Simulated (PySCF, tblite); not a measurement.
# CH₈BClP₂Si: dynamics, then NMR shifts on frames

Aim: move CH₈BClP₂Si (`BP[Si@H](P)CCl`) away from its starting geometry and see how NMR shifts follow the geometry.

The runs use tblite 0.8.0 and PySCF 2.14.0, with density-fitted response routines of our own; the level of theory stands in each step. All values are computed, except where a source is named. Atoms count from 0, in the outputs and in this text.

### 1 Starting geometry

14 atoms, charge 0, multiplicity 1; geometry from: GFN2-xTB.

Bonds of the start (Å): B0–P1 1.83, P1–Si2 2.24, Si2–P3 2.25, Si2–C4 1.92, C4–Cl5 1.78, B0–H6 1.17, B0–H7 1.17, P1–H8 1.38, Si2–H9 1.47, P3–H10 1.38, P3–H11 1.38, C4–H12 1.09, C4–H13 1.09.

### 2 Thermal motion with GFN2-xTB

The job: settings as JSON, then the geometry in Å.

```
{"job": {"kind": "md", "xc": "GFN2-xTB", "basis": "xTB", "temperature": 600, "steps": 2000, "every": 50, "frames": 5}, "charge": 0, "multiplicity": 1}
B      2.600594     0.585922    -0.179968
P      1.388083    -0.016934     1.050247
Si    -0.547967    -0.204960    -0.055790
P     -1.558058     1.768025    -0.467189
C     -1.709566    -1.206238     1.095023
Cl    -1.077125    -2.862378     1.241834
H      2.322523     1.528784    -0.815985
H      3.673881     0.130860    -0.239132
H      1.719705    -1.341986     1.241690
H     -0.516441    -0.933682    -1.337352
H     -1.414144     2.248798     0.823502
H     -0.398808     2.389995    -0.890169
H     -1.768993    -0.801536     2.102805
H     -2.714361    -1.285142     0.688343
```

Level: GFN2-xTB Langevin dynamics, gas phase.

Started as:

```console
OMP_NUM_THREADS=1 python probes_run.py task.json out
```

One launch serves the whole session: the jobs run in the order shown.

Standard output:

```text
t/fs     T/K      E/eV
    0.0   464.8   -510.07963
   25.0   394.1   -509.52046
   50.0   437.8   -509.27530
   75.0   426.8   -509.32712
  100.0   359.8   -509.34938
  125.0   333.2   -509.44472
  150.0   430.5   -509.24495
  175.0   548.8   -509.43685
  200.0   655.3   -509.25926
  225.0   730.3   -509.16727
  250.0   396.6   -508.87806
  275.0   535.7   -508.82220
  300.0   730.3   -509.14970
  325.0   510.4   -508.86670
  350.0   584.2   -508.81754
  375.0   705.6   -508.92470
  400.0   739.9   -509.24183
  425.0   691.0   -509.05392
  450.0   627.1   -509.42724
  475.0   460.2   -509.25402
  500.0   389.3   -509.10325
  525.0   480.7   -509.22010
  550.0   498.0   -509.35178
  575.0   495.0   -509.20953
  600.0   570.2   -509.15661
  625.0   542.1   -509.02164
  650.0   547.9   -508.98789
  675.0   527.7   -508.91659
  700.0   486.5   -508.91900
  725.0   648.5   -509.29672
  750.0   487.1   -509.05240
  775.0   633.7   -509.07287
  800.0   612.3   -509.08579
  825.0   529.2   -508.89973
  850.0   649.6   -508.99793
  875.0   829.7   -509.12452
  900.0   875.5   -509.53016
  925.0   644.5   -509.09443
  950.0   648.3   -509.14800
  975.0   512.2   -509.06935
 1000.0   567.7   -509.36673
```

Run time: 15 s. Hardware: 1 thread of Arm Neoverse V2, shared host; peak memory 0.18 GiB.

Distance from the start (root mean square after alignment): 0 fs 0.00 Å, 200 fs 0.97 Å, 400 fs 1.18 Å, 600 fs 1.20 Å, 800 fs 1.23 Å, 1000 fs 1.59 Å.

Positions (Å) and forces (eV/Å) at 1000 fs:

```xyz
14

B     2.424   -1.856    1.944   -0.299    1.090    2.491
P     1.849   -0.400    1.020    0.397    0.181   -0.464
Si   -0.278   -0.380    0.372   -0.624    0.897   -0.173
P    -1.274    1.748    0.736    0.435   -0.945    0.905
C    -1.251   -1.615    1.417   -0.288   -1.198    1.120
Cl   -1.077   -3.286    0.723   -0.009    0.469    0.099
H     2.803   -2.715    1.391    0.690   -2.146   -1.362
H     2.642   -1.870    3.172   -0.314    0.341   -1.342
H     1.594    0.384    2.087   -0.211    0.742    0.595
H    -0.736   -0.875   -0.921    0.361    0.185   -0.433
H    -2.114    1.197    1.730   -0.018    0.166   -0.487
H    -0.412    2.106    1.800   -0.057    0.017   -0.552
H    -0.840   -1.717    2.433   -0.170    0.111   -0.240
H    -2.324   -1.452    1.516    0.108    0.088   -0.158
```

### 3 Nuclear shieldings: 250 fs, PBE0/pcSseg-1

The job: settings as JSON, then the geometry in Å.

```
{"job": {"kind": "nmr", "xc": "PBE0", "basis": "pcSseg-1", "pop": false}, "charge": 0, "multiplicity": 1}
B      2.066400    -0.745800    -0.229800
P      1.233500     0.198300     1.222000
Si    -0.669800    -0.579500     0.195300
P     -1.829300     1.113100    -0.831100
C     -1.563800    -1.602300     1.488600
Cl    -1.046300    -3.353000     1.394700
H      1.843300    -0.138500    -1.435200
H      2.872100    -1.591100    -0.099100
H      1.285900    -0.717800     2.142900
H     -0.737200    -1.521300    -0.878800
H     -2.674500     0.093400    -1.246100
H     -2.631300     1.457400     0.154400
H     -1.632800    -1.307100     2.497600
H     -2.651100    -1.880000     1.250800
```

With the program's defaults for keys left out, this is: GIAO PBE0/pcSseg-1 NMR shielding, non-relativistic, gas phase.

Standard output:

```text
coarse grid: 13632 points
cycle   1  E = -1499.3700537364  dE =  2.531e-01  |g| = 2.558e-01  |ddm| = 3.378e+00
cycle   2  E = -1499.3723351843  dE = -2.281e-03  |g| = 2.522e-01  |ddm| = 7.273e-01
cycle   3  E = -1499.3899755624  dE = -1.764e-02  |g| = 6.072e-02  |ddm| = 4.248e-01
cycle   4  E = -1499.3908947851  dE = -9.192e-04  |g| = 2.297e-02  |ddm| = 8.825e-02
cycle   5  E = -1499.3910261458  dE = -1.314e-04  |g| = 4.284e-03  |ddm| = 2.219e-02
cycle   6  E = -1499.3910307536  dE = -4.608e-06  |g| = 1.662e-03  |ddm| = 7.637e-03
final grid: 112920 points
cycle   7  E = -1499.4233633362  dE = -2.673e-05  |g| = 5.901e-03  |ddm| = 2.724e-02
cycle   8  E = -1499.4233569523  dE =  6.384e-06  |g| = 7.399e-03  |ddm| = 1.284e-02
cycle   9  E = -1499.4233721613  dE = -1.521e-05  |g| = 8.824e-04  |ddm| = 8.310e-03
cycle  10  E = -1499.4233723416  dE = -1.803e-07  |g| = 2.412e-04  |ddm| = 1.359e-03
cycle  11  E = -1499.4233723598  dE = -1.819e-08  |g| = 5.185e-05  |ddm| = 3.998e-04
cycle  12  E = -1499.4233723606  dE = -8.313e-10  |g| = 1.754e-05  |ddm| = 1.085e-04
converged SCF energy = -1499.4233723606

GIAO shielding tensors (ppm)
atom      isotropic    diamagn.    paramagn.     s11        s22        s33       span
  0 B       13.551     196.572    -183.020    -90.044     -4.357    135.056    225.100
  1 P      487.740     968.789    -481.050    311.570    507.602    644.047    332.477
  2 Si     376.666     879.333    -502.667    275.920    418.256    435.823    159.903
  3 P      604.873     967.045    -362.173    552.585    604.451    657.581    104.996
  4 C      150.925     247.524     -96.600    116.054    151.173    185.546     69.492
  5 Cl     843.835    1145.405    -301.570    641.970    794.628   1094.908    452.938
  6 H       22.594      26.527      -3.933     15.478     23.619     28.685     13.207
  7 H       22.386      28.673      -6.287     13.496     25.593     28.069     14.573
  8 H       30.515      33.102      -2.587     24.412     29.528     37.605     13.194
  9 H       27.617      30.755      -3.139     24.430     27.665     30.755      6.325
 10 H       30.314      29.802       0.512     24.414     28.651     37.875     13.461
 11 H       31.687      31.601       0.085     26.506     28.634     39.920     13.413
 12 H       29.798      30.258      -0.460     24.600     29.327     35.468     10.868
 13 H       26.398      27.850      -1.451     17.942     27.380     33.872     15.930
```

Wall time 18 s (1 thread of Arm Neoverse V2, shared host); peak memory 0.76 GiB.

The references, computed at this level on geometries of the same kind, shield at (ppm): ¹H TMS 31.72, ¹³C TMS 186.9, ²⁹Si TMS 349.2, ³¹P H3PO4 318.4, ¹¹B BF3·OEt2 100.1, ³⁵Cl HCl 950. Their shielding less the atom's gives the shift. The references are single molecules in the gas phase, so shifts against H2O, NH3, PH3, H3PO4 or CFCl3 are not on the usual liquid scales and can be off by tens of ppm. Each atom is listed at this fixed geometry, with no averaging over motion; a spectrum would average atoms that exchange fast.

```csv
atoms,environment,σ (ppm),δ (ppm)
C4,sp3 CH2 bonded to Cl and Si,150.9,36.0
H7,hydrogen on a boron bonded to P,22.39,9.33
H6,hydrogen on a boron bonded to P,22.59,9.12
H13,hydrogen on an sp3 CH2 bonded to Cl and Si,26.40,5.32
H9,"hydrogen on a silicon bonded to C, 2 P",27.62,4.10
H12,hydrogen on an sp3 CH2 bonded to Cl and Si,29.80,1.92
H10,hydrogen on a phosphorus bonded to Si,30.31,1.40
H8,"hydrogen on a phosphorus bonded to B, Si",30.52,1.20
H11,hydrogen on a phosphorus bonded to Si,31.69,0.03
B0,"boron bonded to P, 2 H",13.6,86.5
P1,"phosphorus bonded to B, Si, H",487.7,-169.4
P3,"phosphorus bonded to Si, 2 H",604.9,-286.5
Si2,"silicon bonded to C, 2 P, H",376.7,-27.5
Cl5,chlorine bonded to C,844,106
```

### 4 Shielding tensors: 425 fs, PBE0/pcSseg-1

The job: settings as JSON, then the geometry in Å.

```
{"job": {"kind": "nmr", "xc": "PBE0", "basis": "pcSseg-1", "pop": false}, "charge": 0, "multiplicity": 1}
B      2.898900    -0.614000     0.033700
P      1.302700     0.161500     0.754700
Si    -0.516200    -0.923100     0.022400
P     -2.233200     0.919400    -0.288400
C     -1.416900    -2.146900     1.288000
Cl    -0.766800    -3.745100     1.399900
H      2.843300    -0.750600    -1.192900
H      3.820800    -0.492800     0.740600
H      1.066000    -0.025600     2.141500
H     -0.204700    -1.707000    -1.117600
H     -3.368800     0.192300     0.229000
H     -2.040800     1.729000     0.910100
H     -1.580000    -1.852100     2.314500
H     -2.455600    -2.295600     0.874200
```

With the program's defaults for keys left out, this is: GIAO PBE0/pcSseg-1 NMR shielding, non-relativistic, gas phase.

Standard output:

```text
coarse grid: 13632 points
cycle   1  E = -1499.3828596502  dE =  5.332e-02  |g| = 2.707e-01  |ddm| = 3.305e+00
cycle   2  E = -1499.3828882117  dE = -2.856e-05  |g| = 2.749e-01  |ddm| = 7.825e-01
cycle   3  E = -1499.4061369399  dE = -2.325e-02  |g| = 5.398e-02  |ddm| = 4.756e-01
cycle   4  E = -1499.4069199529  dE = -7.830e-04  |g| = 2.185e-02  |ddm| = 9.138e-02
cycle   5  E = -1499.4070486243  dE = -1.287e-04  |g| = 4.785e-03  |ddm| = 2.617e-02
cycle   6  E = -1499.4070539103  dE = -5.286e-06  |g| = 1.887e-03  |ddm| = 7.066e-03
final grid: 112920 points
cycle   7  E = -1499.4407867881  dE = -2.740e-05  |g| = 6.399e-03  |ddm| = 2.495e-02
cycle   8  E = -1499.4407772497  dE =  9.538e-06  |g| = 8.469e-03  |ddm| = 1.317e-02
cycle   9  E = -1499.4407974500  dE = -2.020e-05  |g| = 6.946e-04  |ddm| = 8.563e-03
cycle  10  E = -1499.4407975631  dE = -1.132e-07  |g| = 1.518e-04  |ddm| = 1.048e-03
cycle  11  E = -1499.4407975703  dE = -7.160e-09  |g| = 5.562e-05  |ddm| = 2.917e-04
cycle  12  E = -1499.4407975713  dE = -9.932e-10  |g| = 1.427e-05  |ddm| = 1.044e-04
converged SCF energy = -1499.4407975713

GIAO shielding tensors (ppm)
atom      isotropic    diamagn.    paramagn.     s11        s22        s33       span
  0 B       14.998     198.215    -183.217    -91.325      0.760    135.558    226.882
  1 P      429.373     971.138    -541.766    282.809    469.014    536.295    253.486
  2 Si     342.310     879.601    -537.291    290.508    327.397    409.025    118.517
  3 P      488.479     966.147    -477.668    408.253    477.859    579.325    171.072
  4 C      149.374     247.918     -98.544    123.038    146.531    178.553     55.515
  5 Cl     913.909    1144.364    -230.455    803.101    845.144   1093.482    290.381
  6 H       22.441      28.318      -5.877     12.754     25.865     28.704     15.950
  7 H       22.592      28.653      -6.061     12.214     26.432     29.129     16.915
  8 H       27.133      30.945      -3.812     22.790     26.921     31.689      8.899
  9 H       26.945      30.276      -3.331     24.254     25.339     31.241      6.987
 10 H       28.681      29.443      -0.762     23.826     27.080     35.138     11.313
 11 H       28.384      29.414      -1.030     24.524     26.482     34.146      9.622
 12 H       28.360      30.246      -1.886     22.269     28.653     34.159     11.890
 13 H       27.727      28.612      -0.885     20.291     28.983     33.907     13.616
```

Run time: 18 s. Hardware: 1 thread of Arm Neoverse V2, shared host; peak memory 0.8 GiB.

Key values: δ C4 37.6, B0 85.1, P1 -111.0, P3 -170.1, H6 9.28, H7 9.13 ppm.

(Part 1 of 2 ends here.)
